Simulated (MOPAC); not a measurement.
# doublet [BSiH4ClO2]+ at PM6-D3H4X (COSMO ε = 10, solvent radius 2 angstrom)

We compute a structure relaxation of doublet [BSiH4ClO2]+. 

Program for the calculation: MOPAC 23.2.5.

5 further runs of the same task are left out: 1 that didn't finish, 4 set aside as unsound or not needed.

## Step 1: The structure to begin with

The species is [BSiH4ClO2]+ (9 atoms), meant as a doublet with charge +1. As SMILES of the parent species, `OB(O)[SiH2]Cl`. Geometry: relaxed at GFN2-xTB. This is one conformer, not always the lowest. That shape belongs to the parent species and isn't relaxed for this state. The run starts from this shape.

Bond lengths: O1–B2 1.349 Å, B2–O3 1.359 Å, B2–Si4 1.977 Å, Si4–Cl5 2.054 Å, O1–H6 0.961 Å, O3–H7 0.957 Å, Si4–H8 1.469 Å, Si4–H9 1.468 Å. Some angles: O1–B2–O3 117.1°, O1–B2–Si4 117.8°, O3–B2–Si4 125.1°, B2–Si4–Cl5 107.0°, B2–O1–H6 115.0°, B2–O3–H7 117.6°, B2–Si4–H8 117.2°, B2–Si4–H9 117.4°, Cl5–Si4–H8 104.2°, Cl5–Si4–H9 104.5°.

## Step 2: A geometry optimisation at PM6-D3H4X (COSMO ε = 10, solvent radius 2 angstrom)

Contents of mol.mop:

```
PM6-D3H4X CHARGE=1 SHIFT=-5 EF RSOLV=2.0 EPS=10 ++
GNORM=1 UHF CYCLES=200 ITRY=100 DOUBLET AUX(PRECISION=9) THREADS=1
job BClH4O2Si

O
B 1 r2
O 2 r3 1 a3
Si 2 r4 1 a4 3 d4
Cl 4 r5 2 a5 1 d5
H 1 r6 2 a6 3 d6
H 3 r7 2 a7 1 d7
H 4 r8 2 a8 1 d8
H 4 r9 8 a9 5 d9

r2 1.348705
r3 1.358578
a3 117.127530
r4 1.976624
a4 117.797310
d4 179.999670
r5 2.054468
a5 107.012610
d5 177.919010
r6 0.960631
a6 115.026890
d6 -0.026100
r7 0.957142
a7 117.565660
d7 -179.612700
r8 1.468745
a8 117.211780
d8 -65.605280
r9 1.468247
a9 105.068440
d9 109.650970
```

Run with:

```console
mopac mol.mop
```

**Question.** What will come out? Wanted: HOMO energy; LUMO energy; heat of formation; ⟨S²⟩.

**Answer.** As computed:

At PM6-D3H4X (COSMO ε = 10, solvent radius 2 angstrom):

```
                  quantity           value
HOMO energy (over α and β)        -9.63 eV
LUMO energy (over α and β)        -2.93 eV
         heat of formation  -12.4 kcal/mol
                      ⟨S²⟩           0.753
```

What this shows: At the final geometry: Bond lengths: O1–B2 1.324 Å, B2–O3 1.322 Å, Si4–Cl5 2.055 Å, O1–H6 0.962 Å, O3–H7 0.944 Å, Si4–H8 1.456 Å, Si4–H9 1.455 Å. Angles: O1–B2–O3 129.4°, B2–O1–H6 128.5°, B2–O3–H7 131.7°, Cl5–Si4–H8 116.6°, Cl5–Si4–H9 116.7°, H8–Si4–H9 124.0°. A long bond or contact: B2–Si4 2.487 Å. The optimisation took 17 steps and changed the energy by -1.267 eV.
